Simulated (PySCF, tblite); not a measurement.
# C₇H₅FN radical: geometry, infrared bands and EPR parameters

Aim: predict the infrared bands and EPR parameters of C₇H₅FN radical (`[H]/N=[C]/C1=C[C@@H]2C=C(F)[C@H]12`).

Programs: tblite 0.8.0 and PySCF 2.14.0, with density-fitted response routines of our own. Each step states its level of theory. These are calculated values for one molecule in the gas phase, unless marked as measured. Atoms count from 0, in the outputs and in this text.

## Step 1: Starting geometry

14 atoms, charge 0, multiplicity 2; geometry from: force field or distance geometry start.

Bonds of the start (Å): N0–C1 1.18, C1–C2 1.53, C2–C3 1.34, C3–C4 1.51, C4–C5 1.52, C5–C6 1.35, C6–F7 1.34, C6–C8 1.53, C8–C2 1.52, C8–C4 1.55, N0–H9 1.02, C3–H10 1.10, C4–H11 1.09, C5–H12 1.08, C8–H13 1.09.

## Step 2: Relaxing the molecule with GFN2-xTB

The job: settings as JSON, then the geometry in Å.

```
{"job": {"kind": "relax", "xc": "GFN2-xTB", "basis": "xTB"}, "charge": 0, "multiplicity": 2}
N      3.389600     0.069200    -0.826200
C      2.292300    -0.013900    -0.400900
C      0.887200    -0.140800     0.187300
C      0.183500    -1.142500     0.732800
C     -1.047400    -0.300700     0.982700
C     -2.021900    -0.151700    -0.176300
C     -1.330800     0.865600    -0.744400
F     -1.525300     1.607300    -1.840200
C     -0.248400     0.852900     0.330300
H      3.453400    -0.392600    -1.733200
H      0.409100    -2.191300     0.953600
H     -1.401200    -0.138900     1.999100
H     -2.936200    -0.669900    -0.429200
H     -0.104500     1.746800     0.942600
```

Run with:

```
> OMP_NUM_THREADS=1 python probes_run.py task.json out
```

One launch serves the whole session: the jobs run in the order shown.

**Question.** This job is followed by: GFN2-xTB harmonic vibrations, gas phase; UKS B3LYP, pcH-1 on C F H N, non-relativistic, mean-field spin-orbit, GIAO. What will the session give for the following? strongest single infrared mode (GFN2-xTB); zero-point energy (GFN2-xTB); g(iso) (B3LYP); ⟨S²⟩; largest a(iso); surface potential, 1st and 99th percentile.

As calculated:

| quantity | value |
| --- | --- |
| strongest single infrared mode (GFN2-xTB) | 2119 cm⁻¹, 656 km/mol |
| zero-point energy (GFN2-xTB) | 60.2 kcal/mol |
| g(iso) (B3LYP) | 2.00205 |
| ⟨S²⟩ | 0.768 (exact 0.75) |
| largest a(iso) | 1H on H9, 120.9 MHz |
| surface potential, 1st and 99th percentile | -1.23 V and 1.84 V |

What this shows: Over 49 steps the energy fell by 1.135 eV; of the close pairs, C1–C2 changed most, 1.529 to 1.327 Å. No mode is imaginary among the 36: a minimum at this level. The strongest single mode, at 2119 cm⁻¹, moves mainly C1. GFN2-xTB is a fitted tight-binding method: band positions and strengths are rough. Its intensities can rank the bands wrongly. The largest share of the spin, 0.69 e, sits on C3. The isotropic g lies 0.3 ppt below the free-electron value.
